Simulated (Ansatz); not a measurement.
# C₂H₆F₂OSi₂: one species, many methods

One table from this session's results is given with a row withheld; the runs are named, their logs left out.

Program: Ansatz 0.2.0, Gaussian basis. Level of theory: functionals in def2-TZVPP, the program's frozen cores in correlated methods. These are calculated values, not measurements.

The runs, in order: PBE-D4, r2SCAN-D4, PBE0-D4, B3LYP-D4, ωB97X-V, ωB97M-V, B2PLYP; CCSD(T)/def2-TZVPP; MP2/def2-QZVPP; extrapolation to the limit.

### Structure used throughout

An earlier PBE0-D4 in a triple-zeta def2 set relaxation fixed the geometry.

13 atoms, charge 0, spin multiplicity 1.

Atoms are counted from 1 here; the program's logs count them from 0.

Bond lengths: C1–C2 1.330 Å, C1–H8 1.086 Å, C1–H9 1.086 Å, C2–Si3 1.849 Å, C2–H10 1.090 Å, Si3–O4 1.647 Å, Si3–H11 1.484 Å, Si3–H12 1.486 Å, O4–Si5 1.597 Å, Si5–F6 1.584 Å, Si5–F7 1.582 Å, Si5–H13 1.464 Å. Angles: C2–C1–H8 121.9°, C2–C1–H9 122.1°, H8–C1–H9 116.0°, C1–C2–Si3 124.2°, C1–C2–H10 118.2°, Si3–C2–H10 117.6°, C2–Si3–O4 110.1°, C2–Si3–H11 111.1°, C2–Si3–H12 110.7°, O4–Si3–H11 107.1°, O4–Si3–H12 108.9°, H11–Si3–H12 108.8°, Si3–O4–Si5 154.0°, O4–Si5–F6 109.6°, O4–Si5–F7 110.5°, O4–Si5–H13 111.6°, F6–Si5–F7 106.6°, F6–Si5–H13 109.0° and more.

Set-up of the first run:

The input, in.yaml:

```yaml
crystal:
  periodic: [false, false, false]
  atoms:
    - {symbol: C, position_ang: [-0.555592, 1.877252, 0.643169]}
    - {symbol: C, position_ang: [-1.504731, 1.020008, 0.278026]}
    - {symbol: Si, position_ang: [-1.176790, -0.608445, -0.535118]}
    - {symbol: O, position_ang: [0.444336, -0.829658, -0.725231]}
    - {symbol: Si, position_ang: [1.918990, -1.154491, -0.205828]}
    - {symbol: F, position_ang: [2.607593, 0.176447, 0.308417]}
    - {symbol: F, position_ang: [1.865916, -2.141261, 1.029757]}
    - {symbol: H, position_ang: [-0.790167, 2.823479, 1.122323]}
    - {symbol: H, position_ang: [0.498939, 1.674516, 0.481864]}
    - {symbol: H, position_ang: [-2.543541, 1.287889, 0.471075]}
    - {symbol: H, position_ang: [-1.787013, -0.661885, -1.887002]}
    - {symbol: H, position_ang: [-1.723243, -1.723108, 0.281381]}
    - {symbol: H, position_ang: [2.745293, -1.740733, -1.262822]}
basis:
  gaussian: {orbitals: def2-TZVPP}
hamiltonian: {xc: pbe, dispersion: d4}
output: {forces: true, orbitals: {seedname: orbitals}}
```

The run is started by

```bash
ansatz run in.yaml --threads 2 --pin off --events-out ev --progress --plain --max-ram 20480MiB --backend cuda --devices 0, --max-vram 18GiB
```

Steps of the session up to this table: PBE-D4 (GGA); r2SCAN-D4 (meta-GGA); PBE0-D4 (hybrid); B3LYP-D4 (hybrid); ωB97X-V (range-separated); ωB97M-V (range-separated); B2PLYP (double hybrid); CCSD(T) in def2-TZVPP; MP2 in def2-QZVPP.

One of the session's tables, all rows but one given; the rest of the session is left out.

It belongs to the step «Atomisation energies». 

| method | atomisation energy (kJ/mol) |
| --- | --- |
| PBE-D4 | 5383.8 |
| r2SCAN-D4 | 5347.3 |
| PBE0-D4 | 5296.1 |
| B3LYP-D4 | 5322.1 |
| ωB97X-V | 5350.7 |
| ωB97M-V | 5350.6 |
| B2PLYP | 5287.8 |
| HF/def2-TZVPP | ? |
| MP2/def2-TZVPP | 5342.1 |
| CCSD/def2-TZVPP | 5142.4 |
| CCSD(T)/def2-TZVPP | 5214.8 |
| MP2/CBS | 5490.3 |
| CCSD(T)/CBS | 5363.0 |

Q: Estimate the row for HF/def2-TZVPP from the others.

As computed: atomisation energy (kJ/mol): 4024.4. In the column «atomisation energy (kJ/mol)» it is the lowest.

To keep in mind: Free atoms (2 C, 2 Si, 1 O, 2 F, 6 H) were run apart at each level; the atomisation energy is their sum less the molecule, without zero-point or spin-orbit terms.
